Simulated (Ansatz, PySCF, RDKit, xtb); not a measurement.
# Which structure has the formula AlSiH3BrOF?

Only the formula AlSiH3BrOF is given. Aim: find the structure of lowest free energy at 298.15 K, then its properties.

Plan: many cheap relaxations first (GFN2-xTB), then density-functional screening, relaxation at B3LYP-D3(BJ)/def2-SVP, vibrations and a final energy. The numbers are computed, not measured.

7 further runs of the same task are left out: 7 set aside as unsound or not needed.

## 1. Possible bonding patterns

All bonding patterns within simple valence rules are listed by program: one Lewis structure each, at most two rings and one unusual centre or charged pair. O–O, O–halogen and N–halogen bonds and N–N–N chains are not drawn. That gives 38 candidates.

c009 [F][Al]([Br])[OH+][SiH2-]; c029 O[Si@H](F)[AlH][Br]; c044 F[Si@H](Br)[O][AlH2]; c085 [OH2+][SiH-][Al]([F])[Br]; c119 O[Si+](Br)[AlH2-][F]; c157 O[Si@H](Br)[AlH][F]; c201 [F][Al@H-]([Br])[O+]=[SiH2]; c268 F[SiH2][O][AlH][Br]; c280 F[Si@H]1[OH+][Al@@H-]1[Br]; c301 [OH][Al]([Br])[SiH2]F; c317 [OH][Al]([F])[SiH2]Br; c379 [F][AlH][OH+][SiH-]Br; c382 [OH][AlH2-][Si+](F)Br; c429 [F][Al@H-]1[OH+][Si@@H]1Br; c446 O[Si+](F)[AlH2-][Br]; c457 F/[SiH]=[O+]/[AlH2-][Br]; c458 [F][Al@-]1([Br])[OH+][SiH2]1; c492 [F][Al]([Br])[O][SiH3]; c493 F/[Si](Br)=[O+]/[AlH3-]; c511 [OH2+][Si-](F)[AlH][Br]; c512 [OH][Al@-]([F])([SiH2+])[Br]; c582 O[SiH2][Al]([F])[Br]; c600 [F][AlH2-]/[O+]=[SiH]\Br; c621 O[Si@](F)([AlH2])Br; c644 [F][AlH][O][SiH2]Br; c655 [F][Al@@H-]1[OH+][Si@@H]1Br; c676 [F][AlH2-]/[O+]=[SiH]/Br; c798 F/[SiH]=[O+]\[AlH2-][Br]; c804 [OH][AlH][Si@H](F)Br; c814 O[SiH+][Al@H-]([F])[Br]; c855 F[Si@@H]1[OH+][Al@@H-]1[Br]; c894 F[Si-](Br)[OH+][AlH2]; c912 F/[Si](Br)=[O+]\[AlH3-]; c945 F[SiH-][OH+][AlH][Br]; c961 [OH2+][Si-](Br)[AlH][F]; c975 [OH][Al@H-]([Br])[SiH+]F; c990 [OH][Al@H-]([F])[SiH+]Br; c992 F[Si@]1(Br)[OH+][AlH2-]1.

Candidates are built by distance geometry, with a force field where one applies, in up to four conformers (letters a to d). 6 starts with atoms placed at random are added, to find patterns that the rules miss.

Q: Predict the outcome of this search (final energies at CCSD(T)/def2-SVP + MP2/def2-TZVPP - MP2/def2-SVP).

| quantity | value |
| --- | --- |
| lowest structure found | [F][Al]([Br])[O][SiH3], singlet, C1 |
| next finalist | F[SiH2][O][AlH][Br], singlet, 6.1 kcal/mol higher in G |
| share at equilibrium, among the finalists | 100.0 % |
| harmonic wavenumbers, lowest and highest (B3LYP-D3(BJ)/def2-SVP) | 3 and 2234 cm⁻¹ |
| rotational constants, same geometry | 0.1038, 0.02784, 0.02212 cm⁻¹ |
| dipole moment (PBE0/def2-TZVPD) | 1.26 D |
| HOMO energy (PBE0/def2-TZVPD) | -8.88 eV |
| LUMO energy (PBE0/def2-TZVPD) | -1.50 eV |
| HOMO–LUMO gap (PBE0/def2-TZVPD) | 7.39 eV |
| lowest excitation (TD-PBE0/def2-SVPD) | 6.16 eV (f = 0.018) |
| strongest of the states computed, same level | 7.81 eV (f = 0.066) |
| lowest triplet excitation, same level, Tamm-Dancoff | 5.90 eV |
| vertical ionisation energy | 10.76 eV |
| vertical electron affinity | 0.21 eV |
| vertical triplet less singlet | +5.95 eV |

The search ends on `[F][Al]([Br])[O][SiH3]`. Among the finalists first place is clear (6.1 kcal/mol); structures outside the list aren't covered. GFN2-xTB, HF/STO-3G, r2SCAN-D4/def2-SVP, B3LYP-D3(BJ)/def2-SVP, HF/def2-SVP and MP2/def2-SVP already put its bonding pattern lowest among the structures in one piece. The search is not exhaustive (a finite list of starts, one conformer a finalist), so a lower isomer can't be ruled out. Patterns outside the rules of the enumeration were met only by chance. The lowest isomer need not be the one that is made and kept in a bottle, which depends on barriers.
